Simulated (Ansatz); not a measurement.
# SbBr2: the cost of one run

Computed with Ansatz 0.2.0 (DFT PBE, scalar-relativistic, plane waves, PAW, unless a step's input says otherwise).

### Step 1. The system as given

The structure is trigonal, space group R-3m (No. 166). Conventional cell: a = 4.101 Å, b = 4.101 Å, c = 18.577 Å, α = 90.00°, β = 90.00°, γ = 120.00°. Around Sb (site symmetry -3m) lie 6 Br at 2.83 Å. Br (site symmetry 3m) has 3 Sb at 2.83 Å as nearest neighbours.

Coordinates:

```cif
data_structure
_symmetry_space_group_name_H-M 'R-3m:H'
_symmetry_Int_Tables_number 166
_cell_length_a 4.1006
_cell_length_b 4.1006
_cell_length_c 18.5774
_cell_angle_alpha 90.000
_cell_angle_beta 90.000
_cell_angle_gamma 120.000
_cell_volume 270.53
loop_
_atom_site_label
_atom_site_type_symbol
_atom_site_symmetry_multiplicity
_atom_site_Wyckoff_symbol
_atom_site_fract_x
_atom_site_fract_y
_atom_site_fract_z
_atom_site_occupancy
Sb1 Sb 3 a 0.00000 0.00000 0.00000 1
Br1 Br 6 c 0.66667 0.33333 0.08333 1
```

(A quick probe on a coarse mesh, which set the mesh and smearing, is not shown.)

### Step 3. Rough relaxation on the coarse mesh

input.yaml reads:

```yaml
crystal:
  lattice:
    - [2.0503140782, 1.183749385, 6.1924730128]
    - [-2.0503140782, 1.183749385, 6.1924730128]
    - [0.0, -2.3674987699, 6.1924730128]
  atoms:
    - { symbol: Sb, position: [0.0, 0.0, 0.0] }
    - { symbol: Br, position: [0.75, 0.75, 0.75] }
    - { symbol: Br, position: [0.25, 0.25, 0.25] }
basis:
  ecutwfc: 420
kpoints:
  mp_grid: { grid: [6, 6, 6] }
hamiltonian:
  xc: pbe
scf:
  occupations: { method: gaussian, width: 0.1 }
  lower_state_search: "off"
output:
  forces: true
  stress: true
  eigenvalues: true
relax:
  adjacent_minimum: "off"
  f_tol: 0.04
  max_steps: 70
  cell: { stress_tol: 0.4 }
```

Run with:

```console
$ ansatz run input.yaml --threads 1 --pin off --max-ram 2560MiB --backend cpu --events-out ev --progress --plain --runs-dir out
```

What time and memory should one allow on 1 thread of Intel Xeon 6975P-C (Granite Rapids), shared host?

About 10 s, with a peak of 0.42 GiB.
